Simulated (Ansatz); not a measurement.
Predict the output of the script below (Ansatz 0.2.0 through its Python package).

Script `fdcheck_zrtin2.py`:
```python
# -*- coding: utf-8 -*-
"""Do the forces of ZrTiN2 match the slope of the free energy, distorted."""

import warnings

import ansatz as az
import numpy as np

config = {
    "functional": "r2SCAN",
    "occupations": "Fermi-Dirac",
    "smearing_width": 0.15,
    "cutoff_ev": 650,
    "kmesh": (5, 5, 4),
    "tolerance": 1e-09,
}

VECTORS = np.array([
    [3.15874, 0.0, 0.0],
    [0.0, 3.15874, 0.0],
    [0.0, 0.0, 4.45966],
])
SITES = [
    ("Zr", (0.00347, 0.99576, 0.9929)),
    ("Ti", (0.48649, 0.50268, 0.50564)),
    ("N", (0.01147, 0.99952, 0.50164)),
    ("N", (0.49627, 0.50069, 0.99521)),
]


def make_crystal(cell):
    crystal = az.Crystal(lattice=az.Lattice.of(cell))
    for symbol, position in SITES:
        crystal = crystal.atom(symbol, position)
    return crystal

warnings.simplefilter("ignore", az.DeckWarning)

def solve(crystal):
    return (
        crystal.calculation()
        .functional(config["functional"])
        .occupations(config["occupations"], width=config["smearing_width"])
        .basis(config["cutoff_ev"], xc_grid=2)
        .kpoints(*config["kmesh"])
        .scf(tolerance=config["tolerance"])
        .forces()
        .stress()
        .run(threads=1)
    ).report


centre = solve(make_crystal(VECTORS))
start = make_crystal(VECTORS)
# move one atom both ways along a Cartesian axis
print(f"force on atom 3 along z: analytic {centre['forces_ev_ang'][3][2]:.4f} eV/A")
for h in (0.004, 0.016):
    shift = np.eye(3)[2] * h @ np.linalg.inv(VECTORS)
    plus, minus = (solve(start.move(3, to=np.array(SITES[3][1]) + sign * shift))["lagrangian_ev"] for sign in (1, -1))
    print(f"  step {h} A: numerical {-(plus - minus) / (2 * h):.4f} eV/A")
# P = -dF/dV; the difference feels the change of the plane-wave count with the cell
volume = abs(np.linalg.det(VECTORS))
larger, smaller = (solve(make_crystal(VECTORS * (1 + sign * 0.005) ** (1 / 3)))["lagrangian_ev"] for sign in (1, -1))
numerical = -(larger - smaller) / (0.01 * volume) * 160.21766
print(f"pressure: analytic {np.trace(centre['stress_gpa']) / 3:.3f}, numerical {numerical:.3f} GPa")
```

Output of `python fdcheck_zrtin2.py`:
```text
force on atom 3 along z: analytic 0.1443 eV/A
  step 0.004 A: numerical 0.1443 eV/A
  step 0.016 A: numerical 0.1444 eV/A
pressure: analytic -4.017, numerical -3.998 GPa
```

Reading the output:
- No spin polarisation was allowed.
- For a metal this k-point mesh is coarse: on a finer one energies can move by several to tens of meV an atom and pressures by half a GPa or more, differences at one mesh by less.
- The smearing is wide enough that free energy and stress hold a thermal part of the electrons.
- The program warned that this SCF threshold is loose for forces or stresses.
- Pressure is positive in compression.
- The cell is a database structure, distorted on purpose.
- The central difference errs as the square of the step, so the shorter step is the fairer test; what remains comes from the finite grid and the SCF threshold.
- The script silences the warnings on its input, which a real study should read.
- Timing: 2.9 min on 1 thread of Arm Neoverse V1, on a shared host, peak memory 0.48 GiB.
